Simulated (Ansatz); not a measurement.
**GeH5O3Si radical: up Jacob's ladder to CCSD(T)**

Aim: compute GeH5O3Si radical with functionals from several rungs and with coupled cluster, and see how far each lands from CCSD(T) at the basis-set limit for the atomisation energy.

Program: Ansatz 0.2.0, Gaussian basis. Level of theory: functionals in def2-TZVPP, the program's frozen cores in correlated methods. These are calculated values, not measurements.

Plan: PBE-D4, r2SCAN-D4, PBE0-D4, B3LYP-D4, ωB97X-V, ωB97M-V, B2PLYP; CCSD(T)/def2-TZVPP; MP2/def2-QZVPP; extrapolation to the limit.

## Step 1: The geometry

All runs share one geometry, relaxed beforehand with PBE0-D4 in a triple-zeta def2 set.

SMILES `O[SiH][O][GeH2][OH]`, 10 atoms, charge 0, spin multiplicity 2.

Atoms are counted from 1 here; the program's logs count them from 0.

Bond lengths: O1–Si2 1.667 Å, O1–H6 0.959 Å, Si2–O3 1.623 Å, Si2–H7 1.501 Å, O3–Ge4 1.787 Å, Ge4–O5 1.764 Å, Ge4–H8 1.528 Å, Ge4–H9 1.538 Å, O5–H10 0.965 Å. Angles: Si2–O1–H6 117.5°, O1–Si2–O3 105.5°, O1–Si2–H7 110.3°, O3–Si2–H7 108.6°, Si2–O3–Ge4 130.1°, O3–Ge4–O5 107.9°, O3–Ge4–H8 107.2°, O3–Ge4–H9 107.0°, O5–Ge4–H8 107.5°, O5–Ge4–H9 111.9°, H8–Ge4–H9 115.1°, Ge4–O5–H10 109.8°.

## Step 2: PBE-D4 (GGA)

in.yaml

```yaml
crystal:
  periodic: [false, false, false]
  atoms:
    - {symbol: O, position_ang: [-1.625430, -0.358971, 0.523974]}
    - {symbol: Si, position_ang: [-0.678820, -1.610928, -0.036346]}
    - {symbol: O, position_ang: [0.738852, -0.933505, -0.442882]}
    - {symbol: Ge, position_ang: [1.167567, 0.786287, -0.674482]}
    - {symbol: O, position_ang: [0.555731, 1.689411, 0.711347]}
    - {symbol: H, position_ang: [-2.567302, -0.518583, 0.605068]}
    - {symbol: H, position_ang: [-0.435884, -2.608681, 1.058043]}
    - {symbol: H, position_ang: [2.691954, 0.880543, -0.646519]}
    - {symbol: H, position_ang: [0.510455, 1.239585, -1.988795]}
    - {symbol: H, position_ang: [-0.357133, 1.434822, 0.890610]}
basis:
  gaussian: {orbitals: def2-TZVPP}
magnetization: {spin_polarized: true, initial_magnetization: 1}
hamiltonian: {xc: pbe, dispersion: d4}
output: {forces: true, orbitals: {seedname: orbitals}}
```

Run with:

```bash
ansatz run in.yaml --threads 2 --pin off --events-out ev --progress --plain --max-ram 22528MiB --backend cpu
```

Further steps of the session: r2SCAN-D4 (meta-GGA); PBE0-D4 (hybrid); B3LYP-D4 (hybrid); ωB97X-V (range-separated); ωB97M-V (range-separated); B2PLYP (double hybrid); CCSD(T) in def2-TZVPP; MP2 in def2-QZVPP.

**Question.** What will the summary of the whole plan be? Wanted: atomisation energy, CCSD(T)/CBS; farthest; mean size of error, hybrid; mean size of error, range-separated; gap, smallest and largest; T1 diagnostic; triples share of the correlation energy.

**Answer**, as computed:

| quantity | value |
| --- | --- |
| atomisation energy, CCSD(T)/CBS | 36.142 eV |
| functionals within 0.361 eV (1.0 %) | PBE-D4, r2SCAN-D4, ωB97X-V, ωB97M-V |
| farthest | PBE0-D4 (-0.844 eV) |
| mean size of error, hybrid | 0.683 eV |
| mean size of error, range-separated | 0.228 eV |
| gap, smallest and largest | 1.71 eV (PBE-D4), 7.77 eV (ωB97X-V) |
| T1 diagnostic | 0.0138 |
| triples share of the correlation energy | 3.5 % |

What this shows: PBE-D4 is off by +0.051 eV. Double hybrids carry the basis error of their MP2 part in triple zeta, and no dispersion term here, so their miss is partly the set-up's. Misses under about 0.361 eV are within the doubt on the reference itself, which lacks core-valence correlation, relativity and higher excitations, and its outer-core shells are covered unevenly. Hartree-Fock recovers 69 % of the binding; the rest is correlation. Orbital gaps span 1.7 to 7.8 eV; exact exchange widens them. Correlated methods include outer-core shells of Ge, which these sets cover unevenly.
